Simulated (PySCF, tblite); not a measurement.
# C₁₄H₂₃N: NMR shifts, part 2 of 2

tblite 0.8.0 and PySCF 2.14.0. Atoms count from 0.

### Step 6. NMR shifts: GIAO PBE0/pcSseg-1 in chloroform

What the job is given:

```
{"job": {"kind": "nmr", "xc": "PBE0", "basis": "pcSseg-1", "pop": false, "solvent": "chloroform"}, "charge": 0, "multiplicity": 1}
C     -2.489625    -1.100928     1.454070
C     -1.711299    -0.413192     0.333606
C     -2.535250    -0.326953    -0.950147
C     -0.374141    -1.081384     0.092552
C     -0.324928    -2.409169    -0.341750
C      0.889925    -3.044796    -0.570874
C      2.077611    -2.351941    -0.367010
C      2.072820    -1.022727     0.066753
C      3.392230    -0.303980     0.274495
C      4.224993    -0.964138     1.373013
C      4.177241    -0.185522    -1.031442
C      0.836680    -0.382621     0.299144
N      0.763466     0.968032     0.744570
C      1.072135     1.252059     2.118351
C      1.017028     2.015855    -0.204824
H     -3.428196    -0.563623     1.663901
H     -1.902309    -1.135949     2.384268
H     -2.753207    -2.137696     1.188511
H     -1.480046     0.611926     0.659949
H     -3.474797     0.221037    -0.775188
H     -1.980793     0.193697    -1.745706
H     -2.800607    -1.326987    -1.330190
H     -1.257887    -2.956212    -0.503237
H      0.911666    -4.083672    -0.909602
H      3.031577    -2.854531    -0.548773
H      3.162025     0.716201     0.609321
H      3.666855    -1.012635     2.320206
H      5.153896    -0.399586     1.551377
H      4.508076    -1.993384     1.101035
H      5.105465     0.387660    -0.878918
H      4.458203    -1.175565    -1.424353
H      3.584333     0.323191    -1.806526
H      2.154573     1.399084     2.330240
H      0.719582     0.428177     2.756153
H      0.551195     2.170890     2.440972
H      0.623692     1.727101    -1.190634
H      2.091621     2.273087    -0.335913
H      0.497858     2.940219     0.104426
```

Method: GIAO PBE0/pcSseg-1 NMR shielding, non-relativistic, IEF-PCM chloroform.

What it wrote:

```text
start: PBE on a coarse grid of 28701 points
cycle   1  E = -600.8732243435  dE =  1.302e+00  |g| = 8.461e-01  |ddm| = 5.764e+00
cycle   2  E = -600.6541654812  dE =  2.191e-01  |g| = 1.234e+00  |ddm| = 2.311e+00
cycle   3  E = -601.0743392777  dE = -4.202e-01  |g| = 1.196e-01  |ddm| = 1.482e+00
cycle   4  E = -601.0769660938  dE = -2.627e-03  |g| = 5.619e-02  |ddm| = 1.866e-01
cycle   5  E = -601.0776862150  dE = -7.201e-04  |g| = 1.623e-02  |ddm| = 8.469e-02
cycle   6  E = -601.0777337865  dE = -4.757e-05  |g| = 9.797e-03  |ddm| = 2.854e-02
final grid: 257016 points
cycle   7  E = -601.2818751305  dE = -8.733e-03  |g| = 4.275e-02  |ddm| = 5.499e-01
cycle   8  E = -601.2817481554  dE =  1.270e-04  |g| = 4.586e-02  |ddm| = 1.035e-01
cycle   9  E = -601.2823016082  dE = -5.535e-04  |g| = 1.064e-02  |ddm| = 7.148e-02
cycle  10  E = -601.2823337517  dE = -3.214e-05  |g| = 2.735e-03  |ddm| = 1.444e-02
cycle  11  E = -601.2823358267  dE = -2.075e-06  |g| = 4.798e-04  |ddm| = 2.963e-03
cycle  12  E = -601.2823368523  dE = -1.026e-06  |g| = 2.608e-04  |ddm| = 8.792e-04
cycle  13  E = -601.2823354300  dE =  1.422e-06  |g| = 3.305e-05  |ddm| = 3.056e-04
converged SCF energy = -601.2823354300

GIAO shielding tensors (ppm)
atom      isotropic    diamagn.    paramagn.     s11        s22        s33       span
  0 C      158.639     247.569     -88.930    143.329    150.052    182.537     39.208
  1 C      155.461     243.171     -87.711    144.714    157.521    164.147     19.433
  2 C      158.670     248.638     -89.967    143.293    150.194    182.523     39.230
  3 C       28.148     263.598    -235.450    -47.829    -24.841    157.113    204.942
  4 C       54.847     254.560    -199.713    -49.860     38.760    175.643    225.502
  5 C       52.323     257.948    -205.625    -57.237     39.802    174.405    231.643
  6 C       54.650     256.840    -202.190    -51.075     40.765    174.260    225.335
  7 C       26.172     263.496    -237.323    -55.835    -20.103    154.455    210.289
  8 C      153.895     242.005     -88.111    145.415    154.709    161.560     16.145
  9 C      158.802     244.172     -85.370    143.667    150.440    182.298     38.631
 10 C      158.753     245.385     -86.632    143.563    150.432    182.266     38.703
 11 C       32.171     252.280    -220.110    -48.745     19.681    125.577    174.322
 12 N      236.012     333.761     -97.749    173.675    260.212    274.149    100.474
 13 C      141.166     247.059    -105.892    116.888    123.184    183.428     66.540
 14 C      141.195     249.105    -107.910    116.968    123.162    183.456     66.488
 15 H       30.019      29.815       0.204     25.962     26.769     37.326     11.364
 16 H       30.210      31.343      -1.134     25.329     29.457     35.843     10.515
 17 H       30.095      31.640      -1.545     25.664     29.207     35.415      9.751
 18 H       27.457      35.968      -8.511     22.153     24.767     35.452     13.299
 19 H       30.021      30.694      -0.673     25.953     26.785     37.324     11.371
 20 H       30.215      32.598      -2.384     25.351     29.429     35.863     10.512
 21 H       30.085      32.579      -2.495     25.639     29.213     35.401      9.762
 22 H       23.846      35.431     -11.585     19.451     22.549     29.538     10.087
 23 H       23.780      31.385      -7.605     19.833     25.064     26.443      6.610
 24 H       23.931      35.446     -11.515     19.556     22.403     29.835     10.279
 25 H       28.392      35.950      -7.558     23.317     25.953     35.906     12.589
 26 H       30.055      29.453       0.603     25.342     29.446     35.377     10.035
 27 H       30.013      27.126       2.888     26.015     26.746     37.280     11.265
 28 H       30.037      29.811       0.226     25.498     29.216     35.395      9.897
 29 H       30.016      28.057       1.959     26.009     26.753     37.285     11.276
 30 H       30.032      30.809      -0.777     25.489     29.221     35.386      9.897
 31 H       30.062      30.834      -0.773     25.362     29.432     35.391     10.029
 32 H       28.258      31.017      -2.759     21.864     29.053     33.857     11.993
 33 H       28.743      32.527      -3.785     24.286     27.517     34.426     10.140
 34 H       28.517      31.273      -2.755     23.111     26.611     35.830     12.719
 35 H       28.739      33.895      -5.155     24.245     27.556     34.417     10.173
 36 H       28.262      32.174      -3.911     21.873     29.035     33.879     12.007
 37 H       28.520      32.301      -3.781     23.134     26.596     35.830     12.696
```

Run time: 30 s. Hardware: 2 threads of Arm Neoverse V1, shared host; peak memory 1.4 GiB.

### Step 7. Summary of results

The summary covers parts 1 to 2.

| quantity | value |
| --- | --- |
| point group | Cs |
| rotational constants (main isotopes) | 0.87, 0.45, 0.37 GHz |
| ¹³C shifts against TMS (PBE0/pcSseg-2, means over atoms taken as alike) | 161.9, 156.5, 136.0, 133.5, 45.1, 31.8, 26.8 ppm |
| ¹H shifts against TMS (PBE0/pcSseg-2, means over atoms taken as alike) | 7.41, 7.30, 3.57, 2.83, 1.16 ppm |
| ¹⁵N shifts against NH3 (PBE0/pcSseg-2) | 26.1 ppm |

In words: The optimisation took 5 steps and gained 0.115 eV; among the close pairs (by a distance rule), C10–H30 changed most, from 1.087 to 1.102 Å (PBE0/def2-SVP). No frequency check was run at this level, so the end point may be a saddle. NICS(1)zz of -25 ppm above the planar ring from C3 marks a diatropic (aromatic) ring current.
